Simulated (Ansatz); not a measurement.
**CH5Cl3GaN: a ladder of functionals and wavefunction methods**

The task here is to estimate one member of a computed series from the others.

Method: functionals in def2-TZVPP, the program's frozen cores in correlated methods; program: Ansatz 0.2.0, Gaussian basis.

Levels to be run: LDA (SPW92), PBE-D4, revPBE-D4, BLYP-D4, r2SCAN-D4, B97M-V, PBE0-D4, B3LYP-D4, r2SCANh-D4, r2SCAN0-D4, HSE06-D4, BHLYP-D4, CAM-B3LYP-D4, LC-ωPBE, ωB97X-V, ωB97M-V, B2PLYP, PBE-QIDH; CCSD(T)/def2-SVP; MP2/def2-TZVPP; MP2/def2-QZVPP; RPA on PBE.

### The geometry

All runs share one geometry, relaxed beforehand with PBE0-D4 in a triple-zeta def2 set.

11 atoms, charge 0, spin multiplicity 1.

Atoms are counted from 1 here; the program's logs count them from 0.

Bond lengths: C1–N2 1.474 Å, C1–H7 1.091 Å, C1–H8 1.089 Å, C1–H9 1.089 Å, N2–Ga3 2.056 Å, N2–H10 1.016 Å, N2–H11 1.016 Å, Ga3–Cl4 2.158 Å, Ga3–Cl5 2.158 Å, Ga3–Cl6 2.158 Å. Angles: N2–C1–H7 111.4°, N2–C1–H8 108.6°, N2–C1–H9 108.6°, H7–C1–H8 109.8°, H7–C1–H9 109.8°, H8–C1–H9 108.6°, C1–N2–Ga3 114.9°, C1–N2–H10 110.8°, C1–N2–H11 110.8°, Ga3–N2–H10 106.7°, Ga3–N2–H11 106.7°, H10–N2–H11 106.5°, N2–Ga3–Cl4 101.5°, N2–Ga3–Cl5 100.0°, N2–Ga3–Cl6 101.5°, Cl4–Ga3–Cl5 116.5°, Cl4–Ga3–Cl6 116.5°, Cl5–Ga3–Cl6 116.5°.

The first run:

Input file in.yaml:

```yaml
crystal:
  periodic: [false, false, false]
  atoms:
    - {symbol: C, position_ang: [-0.029000, -1.118290, 0.923089]}
    - {symbol: N, position_ang: [0.664224, -0.294790, -0.083562]}
    - {symbol: Ga, position_ang: [-0.436562, 1.276178, -0.823602]}
    - {symbol: Cl, position_ang: [-2.123673, 0.247911, -1.690481]}
    - {symbol: Cl, position_ang: [0.992769, 2.114599, -2.205874]}
    - {symbol: Cl, position_ang: [-0.820987, 2.412666, 0.969690]}
    - {symbol: H, position_ang: [0.604471, -1.932868, 1.276633]}
    - {symbol: H, position_ang: [-0.935182, -1.524041, 0.475882]}
    - {symbol: H, position_ang: [-0.310048, -0.480662, 1.759899]}
    - {symbol: H, position_ang: [1.517593, 0.101614, 0.300807]}
    - {symbol: H, position_ang: [0.941895, -0.859319, -0.881880]}
basis:
  gaussian: {orbitals: def2-TZVPP}
hamiltonian: {xc: lda}
output: {orbitals: {seedname: orbitals}}
```

Launch:

```console
ansatz run in.yaml --threads 4 --pin off --events-out ev --progress --plain --max-ram 11315MiB
```

Among the steps run: LDA; PBE-D4 (GGA); revPBE-D4 (GGA); BLYP-D4 (GGA); r2SCAN-D4 (meta-GGA); B97M-V (meta-GGA); PBE0-D4 (hybrid); B3LYP-D4 (hybrid); r2SCANh-D4 (hybrid); r2SCAN0-D4 (hybrid); HSE06-D4 (hybrid); BHLYP-D4 (hybrid); CAM-B3LYP-D4 (range-separated); LC-ωPBE (range-separated); ωB97X-V (range-separated); ωB97M-V (range-separated); B2PLYP (double hybrid); PBE-QIDH (double hybrid).

One table of the session follows, with a row left open; its other results are not shown here.

It belongs to the step «Orbital energies across the functionals». 

```
  functional  HOMO (eV)  gap (eV)
 LDA (SPW92)      -7.26      5.56
      PBE-D4      -7.11      5.70
   revPBE-D4      -7.05      5.77
     BLYP-D4      -6.93      5.55
   r2SCAN-D4      -7.49      6.48
      B97M-V      -7.57      6.44
     PBE0-D4      -8.54      8.07
    B3LYP-D4          ?         ?
  r2SCANh-D4      -8.01      7.33
  r2SCAN0-D4      -8.79      8.60
    HSE06-D4      -8.13      7.30
    BHLYP-D4      -9.80     10.10
CAM-B3LYP-D4      -9.90     10.31
     LC-ωPBE     -11.38     13.13
     ωB97X-V     -10.98     12.51
     ωB97M-V     -10.81     11.96
```

**Question.** Estimate the row for B3LYP-D4.

Worked estimate for «HOMO (eV)». Against the share of exact exchange, BLYP-D4 (0, -6.93), BHLYP-D4 (0.5, -9.80) give a slope of -5.74 per unit share; at 0.2 the line stands at -8.08.

**Answer.** HOMO (eV): -8.24; gap (eV): 7.43. In «HOMO (eV)» the line misses by +0.16.
